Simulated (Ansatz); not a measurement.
# Al3Cu: the cost of one run

Program: Ansatz 0.2.0. Level of theory: DFT LDA, scalar-relativistic, plane waves, PAW. These are calculated values, not measurements.

17 further runs of the same task are left out: 17 set aside as unsound or not needed.

**1. Starting point**

It takes space group Pm-3m (No. 221, cubic). The conventional cell has a = 3.855 Å, b = 3.855 Å, c = 3.855 Å, α = 90.00°, β = 90.00°, γ = 90.00°. Al (site symmetry 4/mmm) is surrounded by 8 Al at 2.73 Å and 4 Cu at 2.73 Å. Cu (site symmetry m-3m) is surrounded by 12 Al at 2.73 Å.

Coordinates:

```cif
data_structure
_symmetry_space_group_name_H-M 'P 1'
_symmetry_Int_Tables_number 1
_cell_length_a 3.8549
_cell_length_b 3.8549
_cell_length_c 3.8549
_cell_angle_alpha 90.000
_cell_angle_beta 90.000
_cell_angle_gamma 90.000
_cell_volume 57.28
loop_
_atom_site_label
_atom_site_type_symbol
_atom_site_fract_x
_atom_site_fract_y
_atom_site_fract_z
_atom_site_occupancy
Al1 Al 0.00000 0.50000 0.50000 1
Al2 Al 0.50000 0.00000 0.50000 1
Al3 Al 0.50000 0.50000 0.00000 1
Cu1 Cu 0.00000 0.00000 0.00000 1
```

It goes back to an entry of the Materials Project, which need not be the stable form.

It is the result of an earlier relaxation at this level (volume 14.32 Å³/atom; gap on the mesh: none (metal)).

**2. What is varied**

The energy is mapped over volume and the cell's shape.

First coordinate, volume per atom: 7 values from 13.175 to 15.467 Å³. Second coordinate, c/a of the conventional cell: 7 values from 0.834 to 1.200.

Nothing else is relaxed (symmetry fixes all fractional coordinates). Energies count from the relaxed crystal. Points are written as (first, second).

**3. Grid point (13.939 Å³, 0.886)**

input.yaml

```yaml
crystal:
  lattice:
    - [3.978032451, 0.0, 0.0]
    - [0.0, 3.978032451, 0.0]
    - [0.0, 0.0, 3.5233433418]
  atoms:
    - { symbol: Al, position: [0.0, 0.5, 0.5] }
    - { symbol: Al, position: [0.5, 0.0, 0.5] }
    - { symbol: Al, position: [0.5, 0.5, 0.0] }
    - { symbol: Cu, position: [0.0, 0.0, 0.0] }
basis:
  ecutwfc: 520.0
kpoints:
  mp_grid: { grid: [12, 12, 12] }
hamiltonian:
  xc: lda
  pseudopotentials: { kind: paw, azcp: { folder: soft_1 } }
scf:
  occupations: { method: gaussian, width: 0.15 }
output:
  forces: true
  stress: true
  eigenvalues: true
```

Launch:

```console
> ansatz run input.yaml --threads 2 --pin off --max-ram 4096MiB --backend cpu --events-out ev --progress --plain --runs-dir out
```

Q: Estimate wall time and peak memory on 2 threads of Arm Neoverse N1, shared host.

About 16 s, with a peak of 0.47 GiB.
